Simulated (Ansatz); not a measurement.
# V in Ansatz: the effect of functional

V, a sheet with vacuum:

```
V
1.0
     2.29552    0.00000    0.00000
     0.00000    2.29552    0.00000
     0.00000    0.00000   23.80000
V
1
Direct
  0.50000 0.50000 0.29412
```

The cell was built by a generator and needn't be a form met in nature.

Alike in all runs:

```yaml
Program: Ansatz 0.2.0
Task: work function
Potentials_or_basis: all-electron LAPW, scalar-relativistic
Basis_error_allowed: 0.002 eV/atom
k_mesh: 11 × 11 × 1
Occupations: fermi-dirac, width 0.05 eV
Spin: collinear spin, ferromagnetic start
Starting_moments: "[2.0] μB"
```

```tsv
functional	cutoff	work function (eV)
PBE	321 eV (chosen from the basis error)	5.03
LDA	320 eV (chosen from the basis error)	5.30
PBEsol	321 eV (chosen from the basis error)	?
```

Problem. What does the run with functional PBEsol give?

Solution. Work function 5.14 eV.

Caveats: the starting moments weren't kept.
